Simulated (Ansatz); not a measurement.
# PdPt3S8: the cost of one run

Method: DFT PBE, scalar-relativistic, plane waves, PAW, in Ansatz 0.2.0.

## (1) The starting structure

Symmetry: P-3m1, No. 164, trigonal system. The conventional cell has a = 7.144 Å, b = 7.144 Å, c = 6.460 Å, α = 90.00°, β = 90.00°, γ = 120.00°. Around Pd (site symmetry -3m) lie 6 S at 2.41 Å. Around Pt (site symmetry 2/m) lie 6 S at 2.40 Å. S (site symmetry 3m) has 3 Pt at 2.40 Å in its first shell of neighbours. S (site symmetry m) is surrounded by 2 Pt at 2.40 Å and 1 Pd at 2.41 Å.

Coordinates:

```
CELL_PARAMETERS angstrom
7.14438 0.00000 0.00000
-3.57219 6.18722 0.00000
0.00000 0.00000 6.45994
ATOMIC_POSITIONS crystal
Pd 0.00000 0.00000 0.00000
Pt 0.00000 0.50000 0.00000
Pt 0.50000 0.50000 0.00000
Pt 0.50000 0.00000 0.00000
S 0.33333 0.66667 0.80951
S 0.33424 0.16712 0.80951
S 0.83288 0.66576 0.80951
S 0.83288 0.16712 0.80951
S 0.16712 0.83288 0.19048
S 0.16712 0.33424 0.19048
S 0.66576 0.83288 0.19048
S 0.66667 0.33333 0.19049
```

The start is the relaxed end of an invented cell (made as: elements ordered on the sites of the PtS2 type, Pt/Pd on Pt (P-3m1, No. 164)), taken up again for a closer look.

## (2) The guess as it stands, on a coarse mesh

input.yaml

```yaml
crystal:
  lattice:
    - [7.1443838, 0.0, 0.0]
    - [-3.5721919, 6.1872179, 0.0]
    - [0.0, 0.0, 6.4599378]
  atoms:
    - { symbol: Pd, position: [0.0, 0.0, 0.0] }
    - { symbol: Pt, position: [0.0, 0.5, 0.0] }
    - { symbol: Pt, position: [0.5, 0.5, 0.0] }
    - { symbol: Pt, position: [0.5, 0.0, 0.0] }
    - { symbol: S, position: [0.3333333, 0.6666667, 0.80951] }
    - { symbol: S, position: [0.334244, 0.167122, 0.809515] }
    - { symbol: S, position: [0.832878, 0.665756, 0.809515] }
    - { symbol: S, position: [0.832878, 0.167122, 0.809515] }
    - { symbol: S, position: [0.167122, 0.832878, 0.190485] }
    - { symbol: S, position: [0.167122, 0.334244, 0.190485] }
    - { symbol: S, position: [0.665756, 0.832878, 0.190485] }
    - { symbol: S, position: [0.6666667, 0.3333333, 0.19049] }
basis:
  ecutwfc: 420
kpoints:
  mp_grid: { grid: [3, 3, 4] }
hamiltonian:
  xc: pbe
scf:
  occupations: { method: gaussian, width: 0.1 }
  lower_state_search: "off"
output:
  forces: true
  stress: true
  eigenvalues: true
```

Run with:

```bash
ansatz run input.yaml --threads 4 --pin off --max-ram 8192MiB --backend cpu --events-out ev --progress --plain --runs-dir out
```

Q: Estimate wall time and peak memory on 4 threads of Intel Xeon Platinum 8259CL at 2.50GHz (Skylake/Cascade Lake), shared host.

About 4.1 s, with a peak of 0.89 GiB.
